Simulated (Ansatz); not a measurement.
# C₆H₁₇ClHfN₂O: small, medium and large basis sets

The task here is to estimate one member of a computed series from the others.

Computed with Ansatz 0.2.0, Gaussian basis. Level: one geometry, several basis sets.

The runs, in order: PBE0-D4/def2-SVP; ωB97M-V/def2-SVP; PBE0-D4/def2-QZVPP; ωB97M-V/def2-QZVPP; the functionals' def2-TZVPP values are taken from earlier runs.

### The relaxed structure

All runs share one geometry, relaxed beforehand with PBE0-D4 in a triple-zeta def2 set. Hf takes the def2 core potential; no spin-orbit term is included.

SMILES `CC[O][Hf]([Cl])([N](C)C)[N](C)C`, 28 atoms, charge 0, spin multiplicity 1.

Atoms are counted from 1 here; the program's logs count them from 0.

Bond lengths: C1–C2 1.513 Å, C1–H12 1.093 Å, C1–H13 1.093 Å, C1–H14 1.093 Å, C2–O3 1.395 Å, C2–H15 1.097 Å, C2–H16 1.097 Å, O3–Hf4 1.919 Å, Hf4–Cl5 2.400 Å, Hf4–N6 2.030 Å, Hf4–N9 2.019 Å, N6–C7 1.444 Å, N6–C8 1.439 Å, C7–H17 1.100 Å, C7–H18 1.098 Å, C7–H19 1.099 Å, C8–H20 1.092 Å, C8–H21 1.100 Å and more. Angles: C2–C1–H12 110.6°, C2–C1–H13 110.5°, C2–C1–H14 110.8°, H12–C1–H13 108.4°, H12–C1–H14 108.3°, H13–C1–H14 108.1°, C1–C2–O3 112.0°, C1–C2–H15 110.2°, C1–C2–H16 110.0°, O3–C2–H15 108.9°, O3–C2–H16 108.7°, H15–C2–H16 107.0°, C2–O3–Hf4 161.0°, O3–Hf4–Cl5 112.3°, O3–Hf4–N6 110.7°, O3–Hf4–N9 107.9°, Cl5–Hf4–N6 108.0°, Cl5–Hf4–N9 111.7° and more.

The first run:

in.yaml

```yaml
crystal:
  periodic: [false, false, false]
  atoms:
    - {symbol: C, position_ang: [-1.212939, -2.716909, 1.661454]}
    - {symbol: C, position_ang: [-0.069827, -2.990054, 0.708273]}
    - {symbol: O, position_ang: [0.169869, -1.911869, -0.143215]}
    - {symbol: Hf, position_ang: [-0.002166, -0.203685, -1.000420]}
    - {symbol: Cl, position_ang: [-0.855901, -0.388072, -3.236033]}
    - {symbol: N, position_ang: [-1.250128, 1.005399, 0.049555]}
    - {symbol: C, position_ang: [-2.627865, 0.578898, 0.126507]}
    - {symbol: C, position_ang: [-1.008873, 2.226751, 0.770819]}
    - {symbol: N, position_ang: [1.806003, 0.693660, -0.963231]}
    - {symbol: C, position_ang: [3.066559, 0.282505, -0.403308]}
    - {symbol: C, position_ang: [1.880646, 1.955575, -1.664208]}
    - {symbol: H, position_ang: [-1.006499, -1.829960, 2.265320]}
    - {symbol: H, position_ang: [-1.362091, -3.565460, 2.333887]}
    - {symbol: H, position_ang: [-2.143142, -2.549854, 1.113089]}
    - {symbol: H, position_ang: [-0.286658, -3.878633, 0.102756]}
    - {symbol: H, position_ang: [0.846837, -3.202493, 1.272715]}
    - {symbol: H, position_ang: [-2.941874, 0.381211, 1.162029]}
    - {symbol: H, position_ang: [-2.790083, -0.344739, -0.444380]}
    - {symbol: H, position_ang: [-3.310492, 1.330788, -0.294565]}
    - {symbol: H, position_ang: [0.040520, 2.518581, 0.693564]}
    - {symbol: H, position_ang: [-1.620667, 3.054515, 0.382276]}
    - {symbol: H, position_ang: [-1.248517, 2.121468, 1.839616]}
    - {symbol: H, position_ang: [3.837869, 0.173783, -1.179301]}
    - {symbol: H, position_ang: [2.964402, -0.678529, 0.104944]}
    - {symbol: H, position_ang: [3.440574, 1.013761, 0.327895]}
    - {symbol: H, position_ang: [2.182285, 2.775699, -0.996697]}
    - {symbol: H, position_ang: [2.595573, 1.919054, -2.497733]}
    - {symbol: H, position_ang: [0.906596, 2.228626, -2.091609]}
basis:
  gaussian: {orbitals: def2-SVP}
hamiltonian: {xc: pbe0, dispersion: d4}
output: {orbitals: {seedname: orbitals}}
```

Steps of the session up to this table: PBE0-D4 in def2-SVP; ωB97M-V in def2-SVP; PBE0-D4 in def2-QZVPP; ωB97M-V in def2-QZVPP.

One table of the session follows, with a row left open; its other results are not shown here.

It belongs to the step «Functionals by basis». 

| functional | basis | HOMO (eV) | LUMO (eV) |
| --- | --- | --- | --- |
| PBE0-D4 | def2-SVP | -6.26 | 0.27 |
| PBE0-D4 | def2-TZVPP | -6.32 | 0.19 |
| PBE0-D4 | def2-QZVPP | -6.34 | -0.03 |
| ωB97M-V | def2-SVP | ? | ? |
| ωB97M-V | def2-TZVPP | -8.59 | 1.42 |
| ωB97M-V | def2-QZVPP | -8.61 | 0.90 |

Estimate the missing values for ωB97M-V, def2-SVP.

**Answer.** HOMO (eV): -8.52; LUMO (eV): 1.78. In the column «HOMO (eV)» it lies between ωB97M-V, def2-TZVPP (-8.59) and PBE0-D4, def2-QZVPP (-6.34).
